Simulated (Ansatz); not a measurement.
# Ge₂ (quintet): from Hartree-Fock to the top rungs, cc-pVDZ

Aim: climb from Hartree-Fock through coupled cluster and multireference methods for Ge₂ (quintet) at one geometry and basis, and see what each rung misses.

Method: cc-pVDZ, core rule «outside noble gas», up to 28 orbitals frozen; program: Ansatz 0.2.0, Gaussian basis.

The runs, in order: UHF; CCSD(T) on ROHF; CCSD(T) on UHF; BCCD(T) on ROHF; CISD; CCSDT(Q) on ROHF; CCSDT(Q) on UHF; CISDTQ; CCSDTQ on ROHF; CCSDTQ on UHF; CASSCF and MRCISD+Q, 8 electrons in 8 orbitals; CASSCF and NEVPT2, 8 electrons in 8 orbitals; Full CI.

6 further runs of the same task are left out: 6 set aside as unsound or not needed.

### Step 1. The geometry

The geometry is a PBE0/def2-TZVP stationary point (not a proven minimum) of the parent state, kept for this charge and spin. No spin-orbit coupling is included. The filled d shell of Ge may be among the frozen orbitals whatever the setting's name suggests; the logs give the count.

2 atoms, charge 0, spin multiplicity 5.

Atoms are counted from 1 here; the program's logs count them from 0.

Bond lengths: Ge1–Ge2 2.383 Å.

### Step 2. UHF

in.yaml reads:

```yaml
crystal:
  periodic: [false, false, false]
  atoms:
    - {symbol: Ge, position_ang: [0.000000, 0.000000, 0.000000]}
    - {symbol: Ge, position_ang: [0.000000, 0.000000, 2.383102]}
basis:
  gaussian: {orbitals: cc-pVDZ}
magnetization: {spin_polarized: true, initial_magnetization: 4}
hamiltonian: {xc: hf}
output: {orbitals: {seedname: orbitals}}
```

Command:

```bash
ansatz run in.yaml --threads 1 --pin off --events-out ev --progress --plain --max-ram 4096MiB --backend cpu
```

The runs that follow: CCSD(T) on ROHF; CCSD(T) on UHF; BCCD(T) on ROHF; CISD; CCSDT(Q) on ROHF; CCSDT(Q) on UHF; CISDTQ; CCSDTQ on ROHF; CCSDTQ on UHF; CASSCF and MRCISD+Q, 8 electrons in 8 orbitals; CASSCF and NEVPT2, 8 electrons in 8 orbitals; Full CI.

Before running them: what should the planned runs give, taken together? Wanted: FCI below the RHF energy; RMP2 from FCI; UMP2 from FCI; RCCSD from FCI; RCCSD(T) from FCI; UCCSD(T) from FCI; RCCSDT(Q) from FCI; UCCSDT(Q) from FCI; NEVPT2 valence from FCI.

The runs gave:

| quantity | value |
| --- | --- |
| FCI below the RHF energy | -3.7976 eV |
| RMP2 from FCI | +862.1 meV |
| UMP2 from FCI | +868.2 meV |
| RCCSD from FCI | +170.9 meV |
| RCCSD(T) from FCI | +40.5 meV |
| UCCSD(T) from FCI | +20.4 meV |
| RCCSDT(Q) from FCI | +1.3 meV |
| UCCSDT(Q) from FCI | -18.8 meV |
| NEVPT2 valence from FCI | +626.3 meV |
| MRCISD+Q valence from FCI | -21.6 meV |
| levels within 1 kcal/mol (43 meV) | RCCSD(T), UCCSD(T), BCCD(T), RCCSDT, UCCSDT, CISDTQ, RCCSDT(Q), UCCSDT(Q), RCCSDTQ, UCCSDTQ, MRCISD+Q valence |
| T1 diagnostic | 0.016 |
| effectively unpaired electrons | 4.06 |

**Reading.** RCCSD(T) misses by +40.5 meV, 1.1 % of the correlation energy. CCSD(T) misses by +40.5 meV on the restricted determinant and by +20.4 meV on the unrestricted one; the two need not hold the same state or core. UCCSDT, UCCSDT(Q), UCCSDTQ, MRCISD+Q valence fall below full CI: unrestricted runs freeze a spin-polarised core, another one than full CI's, and coupled cluster isn't variational. One determinant dominates. Of the multireference levels listed MRCISD+Q valence comes nearest in total energy (-21.6 meV), which doesn't show that its space is the better one. These misses are within one basis, not against nature; the frozen cores of restricted and unrestricted runs differ, which can shift their rows.
